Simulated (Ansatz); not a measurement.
# AlSi62: the cost of one run

Method: DFT PBE, plane waves, PAW, scalar-relativistic, collinear spin, in Ansatz 0.2.0.

**1. The system as given**

The cell holds 63 atoms (AlSi62): a = 10.860 Å, b = 10.860 Å, c = 10.860 Å, α = 90.00°, β = 90.00°, γ = 90.00°.

Its coordinates follow in the input file.

**2. End point A**

File input.yaml:

```yaml
crystal:
  lattice:
    - [10.86, 0.0, 0.0]
    - [0.0, 10.86, 0.0]
    - [0.0, 0.0, 10.86]
  atoms:
    - { symbol: Si, position: [0.5051436, -0.0009833, -0.0015045] }
    - { symbol: Si, position: [0.6193104, 0.1245073, 0.1292134] }
    - { symbol: Si, position: [0.74807, 0.2486287, -0.0006472] }
    - { symbol: Si, position: [0.8728269, 0.3718376, 0.1292797] }
    - { symbol: Si, position: [0.7494925, 0.005187, 0.2487669] }
    - { symbol: Si, position: [0.8801161, 0.1256897, 0.375918] }
    - { symbol: Si, position: [-3.32e-05, -0.001561, -0.0036694] }
    - { symbol: Si, position: [0.1241953, 0.122643, 0.1258566] }
    - { symbol: Si, position: [0.2515777, 0.2507428, -0.0028374] }
    - { symbol: Si, position: [0.3738765, 0.3749134, 0.1285031] }
    - { symbol: Si, position: [0.4988835, 0.5071841, -0.0001175] }
    - { symbol: Si, position: [0.6227945, 0.623219, 0.1269302] }
    - { symbol: Si, position: [0.7526498, 0.7531019, 0.0017342] }
    - { symbol: Si, position: [0.8737114, 0.8759976, 0.1289265] }
    - { symbol: Si, position: [0.2506014, -0.0033767, 0.2511791] }
    - { symbol: Si, position: [0.3720778, 0.1260219, 0.373096] }
    - { symbol: Si, position: [0.4968054, 0.2502215, 0.2512496] }
    - { symbol: Si, position: [0.6258115, 0.3759585, 0.3775951] }
    - { symbol: Si, position: [0.7562219, 0.4947833, 0.2538204] }
    - { symbol: Si, position: [0.8737278, 0.6240282, 0.3710298] }
    - { symbol: Si, position: [0.4978749, 0.000981, 0.5012967] }
    - { symbol: Si, position: [0.6230237, 0.1237299, 0.6284083] }
    - { symbol: Si, position: [0.7496594, 0.2518114, 0.5002204] }
    - { symbol: Si, position: [0.8746722, 0.3768312, 0.6266443] }
    - { symbol: Al, position: [0.7534679, -0.0006367, 0.7532099], spin: 1.0 }
    - { symbol: Si, position: [0.8788659, 0.127038, 0.8735424] }
    - { symbol: Si, position: [-0.0040472, 0.5007891, -0.0009252] }
    - { symbol: Si, position: [0.1306918, 0.6259798, 0.121721] }
    - { symbol: Si, position: [0.2504368, 0.7500227, 0.0021899] }
    - { symbol: Si, position: [0.3769987, 0.8790386, 0.1236691] }
    - { symbol: Si, position: [0.00091, 0.2540448, 0.2557932] }
    - { symbol: Si, position: [0.1269089, 0.3714146, 0.3793904] }
    - { symbol: Si, position: [0.2418026, 0.5057301, 0.2514906] }
    - { symbol: Si, position: [0.3752625, 0.6256319, 0.3756372] }
    - { symbol: Si, position: [0.5024324, 0.7520298, 0.2515385] }
    - { symbol: Si, position: [0.6261953, 0.8735282, 0.3807086] }
    - { symbol: Si, position: [0.0003116, 0.0022717, 0.5047032] }
    - { symbol: Si, position: [0.1251953, 0.1221548, 0.6294018] }
    - { symbol: Si, position: [0.2578649, 0.2550535, 0.5008975] }
    - { symbol: Si, position: [0.3772059, 0.3774173, 0.6205221] }
    - { symbol: Si, position: [0.5039883, 0.5007749, 0.4960107] }
    - { symbol: Si, position: [0.6272063, 0.6269922, 0.6242671] }
    - { symbol: Si, position: [0.7512303, 0.749796, 0.4991045] }
    - { symbol: Si, position: [0.2525487, 0.0018187, 0.7514104] }
    - { symbol: Si, position: [0.3750575, 0.1247344, 0.8758277] }
    - { symbol: Si, position: [0.5011254, 0.2507671, 0.7477763] }
    - { symbol: Si, position: [0.6279297, 0.3776004, 0.8700669] }
    - { symbol: Si, position: [0.7484967, 0.5051918, 0.7482221] }
    - { symbol: Si, position: [0.8743819, 0.621067, 0.8718153] }
    - { symbol: Si, position: [-0.0012106, 0.7540178, 0.2482198] }
    - { symbol: Si, position: [0.1221988, 0.8755368, 0.3791994] }
    - { symbol: Si, position: [0.0018113, 0.5035121, 0.4979552] }
    - { symbol: Si, position: [0.1312341, 0.6225935, 0.6244947] }
    - { symbol: Si, position: [0.2470236, 0.7476984, 0.5036783] }
    - { symbol: Si, position: [0.3721911, 0.8780434, 0.622336] }
    - { symbol: Si, position: [-0.0038127, 0.2470259, 0.7466539] }
    - { symbol: Si, position: [0.1205525, 0.3736154, 0.880495] }
    - { symbol: Si, position: [0.2507188, 0.493, 0.7527355] }
    - { symbol: Si, position: [0.3730545, 0.6271917, 0.8767879] }
    - { symbol: Si, position: [0.5021073, 0.7479631, 0.7522722] }
    - { symbol: Si, position: [0.6260022, 0.8710646, 0.8784325] }
    - { symbol: Si, position: [-0.0003831, 0.7517207, 0.7541553] }
    - { symbol: Si, position: [0.1251953, 0.872271, 0.8749149] }
magnetization:
  spin_polarized: true
basis:
  ecutwfc: 420.0
kpoints:
  mp_grid: { grid: [1, 1, 1] }
hamiltonian:
  xc: pbe
  pseudopotentials: { kind: paw, azcp: { folder: soft_1 } }
scf:
  occupations: { method: fermi_dirac, width: 0.02 }
  lower_state_search: "off"
relax:
  f_tol: 0.03
  max_steps: 60
  adjacent_minimum: "off"
output:
  write_density: true
  write_potential: true
  elf: true
  volumetric_format: npy
```

Started as:

```sh
$ ansatz run input.yaml --threads 4 --pin off --max-ram 10240MiB --backend cpu --events-out ev --progress --plain --runs-dir out
```

What time and memory should one allow on 4 threads of Arm Neoverse V2, shared host?

About 95 s, with a peak of 1.6 GiB.
